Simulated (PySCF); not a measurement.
# InSe: the cost of one run

Method: method and basis as typed in the scripts; program: PySCF 2.14.0.

2 further runs of the same task are left out: 2 that didn't finish.

## 1. Where the work starts

InSe⁻: 2 atoms, charge -1, spin multiplicity 1.

Bond lengths: In1–Se2 2.345 Å.

## 2. The base run

Contents of input.py:

```python
from pyscf import gto, dft
from pyscf.geomopt.geometric_solver import optimize

mol = gto.M(
    atom='In 0 0 0; Se 0 0 2.345',
    basis='sbkjc',
    ecp={'In': 'sbkjc', 'Se': 'sbkjc'},
    charge=-1,
    spin=0,
    verbose=4,
)
mf = dft.RKS(mol, xc='b3lyp')
mf.kernel()
g = mf.nuc_grad_method()
g.grid_response = True
mol_eq = optimize(g.as_scanner(), maxsteps=30)
print('optimised geometry (angstrom)')
print(mol_eq.tostring('raw'))
print('orbital energies (hartree):', mf.mo_energy[..., max(0, mol.nelec[1]-3):mol.nelec[0]+3].round(4))
```

Run with:

```console
> OMP_NUM_THREADS=1 python input.py
```

Q: Estimate wall time and peak memory on 1 thread of Arm Neoverse N1, shared host.

About 18 s, with a peak of 0.27 GiB.
